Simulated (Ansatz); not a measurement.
Working through a breakdown of dispersion, smearing and cutoff terms of ScAl3, space group Pm-3m

Program: Ansatz 0.2.0 through its Python package.

Run as a notebook:

```python
import ansatz as az
from ase import Atoms
```

```python
atoms = Atoms(
    ["Sc", "Al", "Al", "Al"],
    scaled_positions=[
        (0.0, 0.0, 0.0),
        (0.5, 0.0, 0.5),
        (0.0, 0.5, 0.5),
        (0.5, 0.5, 0.0),
    ],
    cell=[
        (4.087807, 0.0, 0.0),
        (0.0, 4.087807, 0.0),
        (0.0, 0.0, 4.087807),
    ],
    pbc=True,
)
crystal = az.Crystal.from_ase(atoms)
```

```python
calc = (
    crystal.calculation()
    .kpoints(5)
    .occupations("fermi_dirac", width=0.1)
)
with_term = calc.functional("pbe", dispersion="d4").basis(420).cutoff_correction(670).run().report
without = calc.functional("pbe").basis(420).run().report
finer = calc.functional("pbe").basis(670).run().report
removed = az.free_energy_without(with_term, az.EnergyTerm.DISPERSION)
print(f"dispersion term            {with_term['components']['e_disp']:.5f} eV")
print(f"F less dispersion          {removed:.5f} eV, run without it {without['free_energy_ev']:.5f} eV")
print(f"F less smearing term       {az.free_energy_without(without, az.EnergyTerm.SMEARING):.5f} eV")
print(f"estimated gain to 670 eV   {with_term['cutoff_correction']['energy_ev']:.5f} eV, found {finer['free_energy_ev'] - without['free_energy_ev']:.5f} eV")
```

    dispersion term            -1.37266 eV
    F less dispersion          -3750.16474 eV, run without it -3750.16474 eV
    F less smearing term       -3750.12510 eV
    estimated gain to 670 eV   -0.00227 eV, found -0.00228 eV

Total energies depend on the potentials; only differences at equal settings carry meaning. A total without «per atom» is that of the cell as typed. No spin polarisation was allowed. Dispersion corrections can be off by several per cent in the lattices of metals, and by several GPa in the pressure at a fixed cell. For a metal this k-point mesh is coarse: on a finer one energies can move by several to tens of meV an atom and pressures by half a GPa or more, differences at one mesh by less. This cell is a computed structure, which may not be the phase found in nature. Run time: 2.5 s on 1 thread of Arm Neoverse V2, on a shared host, peak memory 0.4 GiB.
